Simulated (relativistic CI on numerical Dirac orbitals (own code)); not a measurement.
# Rh³⁵⁺: one ion under different settings

Aim: see what numerical and physical settings do to the SCF, the total energy and the lowest levels of Rh³⁵⁺.

Program: relativistic CI on numerical Dirac orbitals (own code) version 3. Level of theory: Dirac-Coulomb-Breit CI, KLI orbitals optimised for each configuration, model QED (radiative potential, 1s self-energy scaled to tabulated hydrogen-like ionisation energies), numerical settings as typed. These are calculated values, not measurements, unless marked.

## Step 1: What is computed

- ion: Rh³⁵⁺ (Rh XXXVI)
- nuclear charge: 45
- electrons: 10
- isotope: A = 103

## Step 2: Usual settings

Settings of the run:

```ini
atom Rh  Z=45  charge=35  electrons=10
nucleus A=103  rms_radius_fm=4.4945
hamiltonian dirac-coulomb  breit=on  qed=on  c_scale=1
orbitals kli  potential=per-configuration
slater_scale 1
correlation none
mixing on
grid step=0.0125 r_max=3.4
scf mixing=0.4 start=green max_iterations=150 tolerance=2e-08 node_fill=0.05
configurations
  [He] 2s2 2p6
  [He] 2s2 2p5 3s
  [He] 2s2 2p5 3p
end
```

Run with:

```sh
python run_levels.py task.json out
```

task.json lists these runs, among others, and the program works through them in turn.

## Step 3: Iteration limit 20

Settings: those of step 2 with these lines changed.

```diff
@@ -8,3 +8,3 @@
 grid step=0.0125 r_max=3.4
-scf mixing=0.4 start=green max_iterations=150 tolerance=2e-08 node_fill=0.05
+scf mixing=0.4 start=green max_iterations=20 tolerance=2e-08 node_fill=0.05
 configurations
```

## Step 4: Iteration limit 30, potential mixing 0.7, Breit term off

Settings of the run:

```ini
atom Rh  Z=45  charge=35  electrons=10
nucleus A=103  rms_radius_fm=4.4945
hamiltonian dirac-coulomb  breit=off  qed=on  c_scale=1
orbitals kli  potential=per-configuration
slater_scale 1
correlation none
mixing on
grid step=0.0125 r_max=3.4
scf mixing=0.7 start=green max_iterations=30 tolerance=2e-08 node_fill=0.05
configurations
  [He] 2s2 2p6
  [He] 2s2 2p5 3s
  [He] 2s2 2p5 3p
end
```

## Step 5: Iteration limit 20, node fill 0.2, end of the grid 2.38

Settings of the run:

```ini
atom Rh  Z=45  charge=35  electrons=10
nucleus A=103  rms_radius_fm=4.4945
hamiltonian dirac-coulomb  breit=on  qed=on  c_scale=1
orbitals kli  potential=per-configuration
slater_scale 1
correlation none
mixing on
grid step=0.0125 r_max=2.38
scf mixing=0.4 start=green max_iterations=20 tolerance=2e-08 node_fill=0.2
configurations
  [He] 2s2 2p6
  [He] 2s2 2p5 3s
  [He] 2s2 2p5 3p
end
```

## Step 6: Speed-of-light factor 2, Breit term off

Settings of the run:

```ini
atom Rh  Z=45  charge=35  electrons=10
nucleus A=103  rms_radius_fm=4.4945
hamiltonian dirac-coulomb  breit=off  qed=on  c_scale=2
orbitals kli  potential=per-configuration
slater_scale 1
correlation none
mixing on
grid step=0.0125 r_max=3.4
scf mixing=0.4 start=green max_iterations=150 tolerance=2e-08 node_fill=0.05
configurations
  [He] 2s2 2p6
  [He] 2s2 2p5 3s
  [He] 2s2 2p5 3p
end
```

## Step 7: Node fill 50

Settings of the run:

```ini
atom Rh  Z=45  charge=35  electrons=10
nucleus A=103  rms_radius_fm=4.4945
hamiltonian dirac-coulomb  breit=on  qed=on  c_scale=1
orbitals kli  potential=per-configuration
slater_scale 1
correlation none
mixing on
grid step=0.0125 r_max=3.4
scf mixing=0.4 start=green max_iterations=66 tolerance=2e-08 node_fill=50
configurations
  [He] 2s2 2p6
  [He] 2s2 2p5 3s
  [He] 2s2 2p5 3p
end
```

## Step 8: Tolerance 0.3

Settings: those of step 7 with these lines changed.

```diff
@@ -8,3 +8,3 @@
 grid step=0.0125 r_max=3.4
-scf mixing=0.4 start=green max_iterations=66 tolerance=2e-08 node_fill=50
+scf mixing=0.4 start=green max_iterations=77 tolerance=0.3 node_fill=0.05
 configurations
```

(Steps that only read results are left out.)

What does the calculation give? Wanted: lowest level, usual settings; total energy; first excitation.

As calculated:

| setting | total energy less usual (Ha) | largest shift of a level among the lowest eight of both runs, same label and place (cm⁻¹) | SCF iterations | time | lowest level | kind of change |
| --- | --- | --- | --- | --- | --- | --- |
| usual | 0 | 0 | 25 | 0.065 s | 2p6 1S0 | - |
| iteration limit 20 | 0 | 0 | 25 | 0.065 s | 2p6 1S0 | numerical |
| iteration limit 30, potential mixing 0.7, Breit term off | -2.58 | 31800 | 24 | 0.062 s | 2p6 1S0 | model term |
| iteration limit 20, node fill 0.2, end of the grid 2.38 | -0.0016 | 436 | 24 | 0.065 s | 2p6 1S0 | numerical |
| speed-of-light factor 2, Breit term off | 64.4 | 298000 | 26 | 0.064 s | 2p6 1S0 | unphysical constant |
| node fill 50 | 0.025 | 12200 | 25 | 0.066 s | 2p6 1S0 | unsound |
| tolerance 0.3 | -0.00172 | 881 | 9 | 0.057 s | 2p6 1S0 | unsound |

| quantity | value |
| --- | --- |
| lowest level, usual settings | 2p6 1S0 |
| total energy | -3755.0916 Ha |
| first excitation | 2787.93 eV |

What this shows: Among the runs whose levels can be followed, they move most under «speed-of-light factor 2, Breit term off» (unphysical constant), by up to 298000 cm⁻¹. No visible change in the result comes from «iteration limit 20». Only the listed configurations are in the model.
